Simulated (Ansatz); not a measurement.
## BrClH₂OSSi, SMILES O[Si](S)(Cl)Br: vertical spin-state energies, step by step

Program: the Ansatz DFT code, driven from Python.

Notebook, run cell by cell (the value of a cell's last expression is shown):

**Cell 1**
```python
import ansatz as az
```

**Cell 2**
```python
BASIS_SET = "6-31G*"
FUNCTIONAL = "hf"
```

**Cell 3**
```python
GEOMETRY = """
O    -1.24500    0.42460    1.00990
Si   -0.06900    0.09790   -0.04170
S     1.28530   -1.19020    0.89890
Cl   -0.87610   -0.82460   -1.62260
Br    0.91490    1.94430   -0.72020
H    -2.09510    0.82810    0.57420
H     2.14620   -1.34820   -0.14410
"""
```

**Cell 4**
```python
system = az.Crystal.molecule()
for line in GEOMETRY.strip().splitlines():
    symbol, *xyz = line.split()
    system = system.atom(symbol, [float(v) for v in xyz])
```

**Cell 5**
```python
calc = system.calculation()
calc = calc.basis(gaussian=BASIS_SET)
calc = calc.functional(FUNCTIONAL).accuracy("high")
found = {}
for unpaired in [0, 2]:
    r = calc.spin("collinear", total=unpaired).run(threads=1, backend="cpu").report
    s = unpaired / 2
    found[unpaired] = r["free_energy_ev"]
    print(f"2S+1 = {unpaired + 1}: E = {found[unpaired]:.5f} eV, <S^2> = {abs(r['mean_field']['state']['spin_squared']):.3f} (pure state {s * (s + 1):.2f})")
lowest = min(found, key=found.get)
for unpaired, e in found.items():
    print(f"multiplicity {unpaired + 1}: {96.485332 * (e - found[lowest]):.1f} kJ/mol above the lowest")
```
Output:
```text
2S+1 = 1: E = -103245.68188 eV, <S^2> = 0.000 (pure state 0.00)
2S+1 = 3: E = -103239.98896 eV, <S^2> = 2.017 (pure state 2.00)
multiplicity 1: 0.0 kJ/mol above the lowest
multiplicity 3: 549.3 kJ/mol above the lowest
```

In order: multiplicity 1 (+0.00 eV) and multiplicity 3 (+5.69 eV), all at the one geometry.

Notes:
- The settings weren't tested for convergence.
- The geometry is a force-field or estimated start, not a minimum of this method, and the basis set is short of its limit. All parts are taken at fixed geometry, without zero-point energy.
- Hartree-Fock leaves correlation out, so it favours high-spin states too much.
- It ran for 40 s on 1 thread of Arm Neoverse V1 (shared host), peak memory 0.83 GiB.
